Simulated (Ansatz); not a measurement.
A run of Ansatz 0.2.0:

The input input.yaml:

```yaml
crystal:
  lattice:
    - [2.97564, 0.0, 0.0]
    - [-1.48782, 2.57698, 0.0]
    - [0.0, 0.0, 29.05353]
  atoms:
    - { symbol: B, position: [0.0, 0.0, 0.27572] }
    - { symbol: P, position: [0.66667, 0.33333, 0.31628] }
    - { symbol: P, position: [0.33333, 0.66667, 0.23516] }
kpoints:
  mp_grid: { grid: [10, 10, 1] }
  band_path:
    path:
      - [0.0, 0.0, 0.0]
      - [0.5, 0.0, 0.0]
      - [0.3333333333, 0.3333333333, 0.0]
      - [0.0, 0.0, 0.0]
      - [0.0, 0.0, 0.5]
      - [0.5, 0.0, 0.5]
      - [0.3333333333, 0.3333333333, 0.5]
      - [0.0, 0.0, 0.5]
    npoints: 6
scf:
  occupations: { method: fermi_dirac, width: 0.05 }
hamiltonian:
  xc: pbe
  pseudopotentials: { kind: all_electron, lapw: { basis_error: 0.002 } }
output:
  forces: true
  stress: true
  eigenvalues: true
  fatbands: true
  dos: { projected: true, de: 0.1, e_range: [-10, 6] }
  populations: true
```

Potentials or basis: all-electron LAPW, scalar-relativistic.

Command:

```console
$ ansatz run input.yaml --threads 4 --pin off --max-ram 14336MiB --backend cpu --events-out ev --progress --plain --runs-dir out
```

Hardware: 4 threads of Intel(R) Xeon(R) Processor @ 2.50GHz (Skylake/Cascade Lake), on a shared host.

Estimate the wall time of this run.

Wall time 18 s on 4 threads of Intel(R) Xeon(R) Processor @ 2.50GHz (Skylake/Cascade Lake) (shared host), peak memory 0.44 GiB. Counts: scf iterations 8, plane waves 1677, k points 14, bands 20.
